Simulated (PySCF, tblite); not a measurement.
# C₈H₉ radical: geometry, infrared bands and EPR parameters

What infrared bands and EPR parameters should C₈H₉ radical (`C=C=C(C)[CH]C#CC`) show?

The runs use tblite 0.8.0 and PySCF 2.14.0, with density-fitted response routines of our own; the level of theory stands in each step. All values are computed, except where a source is named. Atoms count from 0, in the outputs and in this text.

## Step 1: The starting structure

17 atoms, charge 0, multiplicity 2; geometry from: force field or distance geometry start.

Bonds of the start (Å): C0–C1 1.29, C1–C2 1.31, C2–C3 1.52, C2–C4 1.44, C4–C5 1.42, C5–C6 1.21, C6–C7 1.47, C0–H8 1.09, C0–H9 1.09, C3–H10 1.09, C3–H11 1.09, C3–H12 1.08, C4–H13 1.08, C7–H14 1.10, C7–H15 1.09, C7–H16 1.09.

## Step 2: Optimising the geometry with GFN2-xTB

The job: settings as JSON, then the geometry in Å.

```
{"job": {"kind": "relax", "xc": "GFN2-xTB", "basis": "xTB"}, "charge": 0, "multiplicity": 2}
C     -3.663700     0.264300     1.138500
C     -2.451700     0.262900     0.700900
C     -1.206700     0.248000     0.280500
C     -0.786100     1.030600    -0.946800
C     -0.234300    -0.532400     1.006400
C      1.126300    -0.610300     0.614000
C      2.287300    -0.676400     0.293400
C      3.699500    -0.758800    -0.089200
H     -4.381700    -0.469600     0.785500
H     -4.004700     1.008100     1.862300
H     -0.020700     1.759100    -0.682600
H     -1.629600     1.564100    -1.382200
H     -0.391700     0.352900    -1.696100
H     -0.546900    -1.086500     1.873700
H      3.881900    -0.154300    -0.985700
H      3.972700    -1.796600    -0.299900
H      4.343200    -0.393300     0.710700
```

The run is started by

```console
$ OMP_NUM_THREADS=1 python probes_run.py task.json out
```

One launch serves the whole session: the jobs run in the order shown.

**Question.** This job is followed by: GFN2-xTB harmonic vibrations, gas phase; UKS B3LYP, pcH-1 on C H, non-relativistic, mean-field spin-orbit, GIAO. What will the session give for the following? strongest single infrared mode (GFN2-xTB); zero-point energy (GFN2-xTB); g(iso) (B3LYP); ⟨S²⟩; largest a(iso) (averaged by class); potential on the surface of density 0.002 e/bohr³, 1st and 99th percentile.

As calculated:

```
                                                                  quantity                   value
                                 strongest single infrared mode (GFN2-xTB)   1983 cm⁻¹, 205 km/mol
                                              zero-point energy (GFN2-xTB)           83.6 kcal/mol
                                                            g(iso) (B3LYP)                 2.00252
                                                                      ⟨S²⟩      0.779 (exact 0.75)
                                        largest a(iso) (averaged by class)  1H on H8, H9, 82.2 MHz
potential on the surface of density 0.002 e/bohr³, 1st and 99th percentile      -0.77 V and 0.86 V
```

What this shows: The optimisation took 41 steps and gained 0.092 eV; among the close pairs (by a distance rule), C4–C5 changed most, from 1.418 to 1.378 Å. The lowest mode is imaginary (40i cm⁻¹), so the xTB geometry is not a minimum: the zero-point energy counts the real modes alone, and all values at this geometry belong to a saddle point. The strongest single mode, at 1983 cm⁻¹, moves mainly C1. Unscaled tight-binding wavenumbers are off by several per cent, some by more. Its intensities can rank the bands wrongly. The largest spin populations lie on C4 (0.59 e), C1 (0.44 e). The isotropic g lies 0.2 ppt above the free-electron value. These values are for one conformer; the search (at its own cheap level) found 2 more, at 0.76, 0.77 kcal/mol, and measured spectra average over such forms.
